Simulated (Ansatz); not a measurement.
# InSe: further runs on the relaxed cell

The task here is to estimate one member of a computed series from the others.

Computed with Ansatz 0.2.0 (DFT PBEsol, scalar-relativistic, plane waves, PAW, unless a step's input says otherwise).

2 further runs of the same task are left out: 2 set aside as unsound or not needed.

### The system as given

It takes space group P6_3/mmc (No. 194, hexagonal). The conventional cell has a = 4.006 Å, b = 4.006 Å, c = 17.002 Å, α = 90.00°, β = 90.00°, γ = 120.00°. Around In (site symmetry 3m) lie 3 Se at 2.64 Å and 1 In at 2.78 Å. Se (site symmetry 3m) is surrounded by 3 In at 2.64 Å.

Structure file:

```xyz
8
Lattice="4.0059 0.0000 0.0000 -2.0029 3.4692 0.0000 0.0000 0.0000 17.0022" Properties=species:S:1:pos:R:3 pbc="T T T"
In    0.0000    2.3128    2.8622
In    2.0029    1.1564   11.3633
In    0.0000    2.3128    5.6388
In    2.0029    1.1564   14.1399
Se    0.0000    2.3128   10.0845
Se    2.0029    1.1564    1.5834
Se    0.0000    2.3128   15.4188
Se    2.0029    1.1564    6.9177
```

It is the result of an earlier relaxation at this level (volume 29.53 Å³/atom; gap on the mesh: 0.43 eV).

Set-up of the first run:

File input.yaml:

```yaml
crystal:
  lattice:
    - [3.9653843064, 0.0, 0.0]
    - [-1.9826921532, 3.4341235451, 0.0]
    - [0.0, 0.0, 16.8304139609]
  atoms:
    - { symbol: In, position: [0.3333333333, 0.6666666667, 0.1683452176] }
    - { symbol: In, position: [0.6666666667, 0.3333333333, 0.6683452176] }
    - { symbol: In, position: [0.3333333333, 0.6666666667, 0.3316547824] }
    - { symbol: In, position: [0.6666666667, 0.3333333333, 0.8316547824] }
    - { symbol: Se, position: [0.3333333333, 0.6666666667, 0.593128363] }
    - { symbol: Se, position: [0.6666666667, 0.3333333333, 0.093128363] }
    - { symbol: Se, position: [0.3333333333, 0.6666666667, 0.906871637] }
    - { symbol: Se, position: [0.6666666667, 0.3333333333, 0.406871637] }
basis:
  ecutwfc: 420
kpoints:
  mp_grid: { grid: [12, 12, 2] }
hamiltonian:
  xc: pbesol
scf:
  occupations: { method: gaussian, width: 0.02 }
output:
  forces: true
  stress: true
  eigenvalues: true
relax:
  adjacent_minimum: "off"
  f_tol: 0.01
  max_steps: 30
  cell: { stress_tol: 0.1, fix: [volume] }
```

On the command line:

```sh
ansatz run input.yaml --threads 2 --pin off --max-ram 5120MiB --backend cpu --events-out ev --progress --plain --runs-dir out
```

Among the steps run: Point at V/V0 = 0.97; The cell scaled to 1.03 of its volume; Volume × 0.94; Point at V/V0 = 1.06.

One table of the session follows, with a row left open; its other results are not shown here.

It belongs to the step «Fit of the equation of state». 

```
volume (Å³/atom)  energy above the lowest point (meV/atom)  pressure (GPa)  gap on the mesh (eV)
          27.763                                       7.7            1.61                  0.44
          28.649                                         ?               ?                     ?
          29.535                                       0.0            0.00                  0.43
          30.421                                       1.1           -0.35                  0.52
          31.307                                       3.3           -0.42                  0.71
```

Q: Estimate the row for volume (Å³/atom) = 28.649 from the others.

Worked estimate for «energy above the lowest point (meV/atom)». A straight line through the neighbours (27.763, 7.7) and (29.535, 0.0) gives 7.7 + (0.0 − 7.7) × (28.649 − 27.763) / (29.535 − 27.763) = 3.9; a parabola fitted to 3 rows on both sides gives 2.2.

**Answer.** energy above the lowest point (meV/atom): 1.6; pressure (GPa): 0.64; gap on the mesh (eV): 0.40. In «energy above the lowest point (meV/atom)» the line misses by +2.3 and the parabola by +0.6.
